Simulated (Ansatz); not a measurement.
Write a Python script for Ansatz 0.2.0, Python API that makes a ladder of methods at one geometry of CH7AlO2Si, SMILES OCO[SiH2][AlH2]. Settings (for the species named): PBE, def2-SVP basis, multiplicity 1. The script varies functional: pbe, b3lyp, lda, cam_b3lyp, lc_wpbe, hse06.

The script reads `ch7alo2si.xyz`:
```text
12

O    -2.41490    1.25040    0.25860
C    -1.41800    0.40760    0.51980
O    -0.98730   -0.14850   -0.70080
Si    0.43750   -1.21150   -0.35060
Al    2.37270    0.00070   -0.16510
H    -2.06550    2.06920   -0.25700
H    -1.78370   -0.38050    1.19800
H    -0.56350    0.98210    1.04270
H     0.51220   -2.15550   -1.41720
H     0.11880   -1.97900    0.91380
H     2.22760    1.59620   -0.02180
H     3.64110   -0.48650   -0.98640
```

`run_methods.py`:
```python
from pathlib import Path

import ansatz
import numpy as np

params = {
    "basis": "def2-SVP",
}

ch7alo2si = ansatz.Crystal.molecule_from_extxyz("ch7alo2si.xyz")

setup = ch7alo2si.calculation().basis(gaussian=params["basis"])

print("functional    E (Ha)        dipole (D)   HOMO (eV)  LUMO (eV)")
for name in ["pbe", "b3lyp", "lda", "cam_b3lyp", "lc_wpbe", "hse06"]:
    summary = setup.functional(name).forces().orbitals().run(threads=1, runs_dir="runs").report
    lines = Path(summary["orbitals_path"]).read_text().splitlines()
    field_of = lambda key: [line.split("=")[1].strip() for line in lines if line.startswith(key)]
    orbitals = [(27.211386 * float(e), s, float(n)) for e, s, n in zip(field_of("Ene="), field_of("Spin="), field_of("Occup="))]
    homo = max(e for e, _, n in orbitals if n > 0.5)
    lumo = min(e for e, _, n in orbitals if n < 0.5)
    dipole = 4.803205 * np.linalg.norm(summary["charge_distribution"]["dipole_moment_e_ang"])
    print(f"{name:10s} {summary['free_energy_ev'] / 27.211386246:14.6f} {dipole:9.3f} {homo:11.3f} {lumo:10.3f}")
```

```console
$ python run_methods.py
functional    E (Ha)        dipole (D)   HOMO (eV)  LUMO (eV)
pbe           -723.823148     2.141      -5.884     -3.276
b3lyp         -724.375886     2.553      -7.053     -2.760
lda           -720.635426     2.158      -5.967     -3.481
cam_b3lyp     -724.263800     2.760      -8.606     -1.607
lc_wpbe       -724.044524     2.896      -9.913     -0.549
hse06         -723.862174     2.623      -6.901     -2.960
```

Reading the output:
- Total energies depend on the basis set; only differences at equal settings carry meaning.
- The geometry is a force-field or estimated start, not a minimum of this method, and the basis set is short of its limit. A lower total doesn't mark the better method: functionals have no common bound, and MP2 and coupled cluster aren't variational.
- b3lyp holds the VWN-RPA fit, as in Gaussian; the form of ORCA and Turbomole is b3lyp5.
- Levels such as HOMO and LUMO are orbital energies: with these approximate functionals they aren't the ionisation energy and electron affinity, and their gap isn't the fundamental gap.
- hse06 follows the composition of plane-wave codes, whose totals differ by tens of mHa, up to about 0.1 Ha, from the form usual in Gaussian-basis programs (wpbeh).
- Run time: 33 s on 1 thread of Arm Neoverse V1, on a shared host, peak memory 0.35 GiB.

(Lines on the test bed's own set-up are left out of the output.)
